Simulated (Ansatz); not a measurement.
## C2H3BO2, SMILES C#CB(O)O: a geometry optimisation

Run with the Ansatz DFT code, driven from Python.

Contents of `c2h3bo2.xyz`:
```text
8

C     2.12270    0.29550    0.04260
C     0.95250    0.02380   -0.05310
B    -0.53800   -0.32200   -0.17490
O    -1.16680   -1.19870    0.80940
O    -1.31900    0.19820   -1.29390
H     3.15040    0.53420    0.12670
H    -1.51140   -0.58640    1.50770
H    -1.69040    1.05540   -0.96440
```

`run_opt.py`
```python
"""Relax the C2H3BO2 molecule."""

import itertools

import ansatz as az
from ase.data import atomic_numbers, covalent_radii
import numpy as np


def main() -> None:
    c2h3bo2 = az.Crystal.molecule_from_extxyz("c2h3bo2.xyz")

    calc = (
        c2h3bo2.calculation()
        .basis(gaussian="6-31G*")
        .functional("pbe0")
    )
    symbols = [site.symbol for site in c2h3bo2.cartesian_sites]
    start = np.array([site.position_ang for site in c2h3bo2.cartesian_sites], dtype=float)
    summary = calc.relax(force_tolerance=0.01, max_steps=100).run(threads=1).report
    end = np.array(summary["positions_ang"])

    print("reference energy %16.6f eV" % summary["reference_energy_ev"])
    print("total energy     %16.6f eV" % summary["free_energy_ev"])
    print("occupied orbitals outside the frozen core (up, down):", summary["n_occupied"], " frozen:", summary["n_frozen"], " virtual:", summary["n_virtual"])

    # pairs closer than 1.2 times the sum of covalent radii, before or after
    radius = [covalent_radii[atomic_numbers[s]] for s in symbols]
    span = lambda where, i, j: np.linalg.norm(where[i] - where[j])
    bonded = [(i, j) for i, j in itertools.combinations(range(len(symbols)), 2) if min(span(start, i, j), span(end, i, j)) < 1.2 * (radius[i] + radius[j])]
    print("pair        before    after (A)")
    for i, j in bonded:
        print(f"{symbols[i]}{i}-{symbols[j]}{j}".ljust(10), f"{span(start, i, j):8.4f} {span(end, i, j):8.4f}")

    charges = summary["charge_distribution"]
    dipole = np.array(charges["dipole_moment_e_ang"]) * 4.803205
    print("dipole (D): {:.3f} {:.3f} {:.3f}, length {:.3f}".format(*dipole, np.linalg.norm(dipole)))
    print("atom  Mulliken   Lowdin")
    for symbol, m, l in zip(symbols, charges["mulliken_charges_e"], charges["lowdin_charges_e"]):
        print(f"{symbol:4s} {m:9.3f} {l:8.3f}")


if __name__ == "__main__":
    main()
```

```console
$ python run_opt.py
reference energy     -6885.913930 eV
total energy         -6885.913930 eV
occupied orbitals outside the frozen core (up, down): [18, 18]  frozen: 0  virtual: [63, 63]
pair        before    after (A)
C0-C1        1.2051   1.2112
C0-H5        1.0584   1.0682
C1-B2        1.5349   1.5343
B2-O3        1.4604   1.3665
B2-O4        1.4604   1.3665
O3-H6        0.9906   0.9646
O4-H7        0.9906   0.9646
dipole (D): -2.541 -0.247 0.020, length 2.553
atom  Mulliken   Lowdin
C       -0.291   -0.144
C        0.001   -0.029
B        0.341   -0.457
O       -0.551   -0.081
O       -0.551   -0.081
H        0.229    0.166
H        0.412    0.313
H        0.412    0.313
```

What to keep in mind:
- Total energies depend on the basis set; only differences at equal settings carry meaning.
- The end point is the stationary point reached from this start; no frequency run checks that it is a minimum, and the basis set is modest.
- The Löwdin charges here are taken after orthogonalising the functions within each atom; they differ from plain Löwdin charges, and their signs can be unphysical.
- Wall time of the script: 23 s on 1 thread of Intel(R) Xeon(R) 6975P-C (Granite Rapids) (shared host), peak memory 0.23 GiB.

(Lines on the test bed's own set-up are left out of the output.)
